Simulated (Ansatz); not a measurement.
From input file to script: CH3BClNS, SMILES C=NB(S)Cl in Ansatz 0.2.0.

```yaml
crystal:
  periodic: [false, false, false]
  atoms:
    - { symbol: C, position_ang: [-0.8045, 0.2562, 1.4245] }
    - { symbol: "N", position_ang: [-0.8139, -0.1441, 0.2055] }
    - { symbol: B, position_ang: [0.3141, 0.1128, -0.7522] }
    - { symbol: S, position_ang: [0.3564, -0.5879, -2.4827] }
    - { symbol: Cl, position_ang: [1.8306, 1.0877, -0.2457] }
    - { symbol: H, position_ang: [-0.0479, 0.9098, 1.8356] }
    - { symbol: H, position_ang: [-1.6886, 0.0822, 2.0355] }
    - { symbol: H, position_ang: [0.946, -1.7738, -2.0762] }
basis:
  gaussian: { orbitals: def2-TZVP }
hamiltonian:
  xc: r2scan
```

Launched from the shell:
```console
$ ansatz run input.yaml --threads 1 --pin off --max-ram 4096MiB --backend cpu --events-out ev --progress --plain --runs-dir out
Engine: ansatz 0.2.0, x86_64-unknown-linux-gnu
Functional definition: r2SCAN
  parameter k0 = 0.174
  parameter k1 = 0.065
  parameter a1 = 4.9479
  exchange = r2scan_x(k0 = k0, k1 = k1, a1 = a1)
  correlation = r2scan_c
1153 factors; their error is unknown
mean field evaluation 1: about -26603.1733 eV, gradient 5.4e1 eV
mean field evaluation 2: about -26560.1082 eV, gradient 1.1e2 eV
mean field evaluation 4: about -26609.1508 eV, gradient 1.1e1 eV
mean field evaluation 8: about -26609.5206 eV, gradient 1.6e-1 eV
mean field evaluation 16: about -26609.4997 eV, gradient 1.2e-3 eV
mean field -26609.49971422 eV, -977.8810779310 hartree, gradient 5.0e-5 eV, S^2 0.000000; 0 other end points of the search recorded, 0 dependent functions left out
reference -26609.49972548 eV, -977.8810783446 hartree; 27, 27 occupied and 158, 158 virtual orbitals, 1153 factors
Total energy: -26609.49972548 eV, -977.8810783446 hartree
```

`ch3bclns.py`
```python
import json

import ansatz as az

GEOMETRY = """
C    -0.80450    0.25620    1.42450
N    -0.81390   -0.14410    0.20550
B     0.31410    0.11280   -0.75220
S     0.35640   -0.58790   -2.48270
Cl    1.83060    1.08770   -0.24570
H    -0.04790    0.90980    1.83560
H    -1.68860    0.08220    2.03550
H     0.94600   -1.77380   -2.07620
"""


def main() -> None:
    molecule = az.Crystal.molecule()
    for line in GEOMETRY.strip().splitlines():
        symbol, *xyz = line.split()
        molecule = molecule.atom(symbol, [float(v) for v in xyz])

    job = (
        molecule.calculation()
        .basis(gaussian="def2-TZVP")
        .functional("r2scan")
    )
    done = job.run(threads=1)
    data = done.report

    print("reference energy %16.6f eV" % data["reference_energy_ev"])
    print("total energy     %16.6f eV" % data["free_energy_ev"])
    print("occupied (up, down):", data["n_occupied"], " virtual:", data["n_virtual"], " frozen:", data["n_frozen"])

    field = data["mean_field"]
    print("<S^2> =", round(abs(field["state"]["spin_squared"]), 4), " relativity:", field["relativity"])
    print("passes:", field["passes"])
    if "symmetry" in field:
        print("occupied orbitals by irrep:", field["symmetry"]["occupied"])
    with open("ch3bclns.json", "w") as handle:
        json.dump({k: data[k] for k in ("free_energy_ev", "reference_energy_ev", "n_occupied", "n_virtual")}, handle, indent=1)


if __name__ == "__main__":
    main()
```

```console
$ python ch3bclns.py
reference energy    -26609.499725 eV
total energy        -26609.499725 eV
occupied (up, down): [27, 27]  virtual: [158, 158]  frozen: 0
<S^2> = 0.0  relativity: none
passes: {'evaluations': 18, 'products': 14}
occupied orbitals by irrep: [{'A': 27}, {'A': 27}]
```

Caveats:
- The settings weren't tested for convergence.
- The geometry is a force-field or estimated start, not a minimum of this method, and the basis set is short of its limit.
- Timing: 5 s on 1 thread of Intel(R) Xeon(R) 6975P-C (Granite Rapids) (shared host), peak memory 0.3 GiB.

(Lines on the test bed's own set-up are left out of the output.)
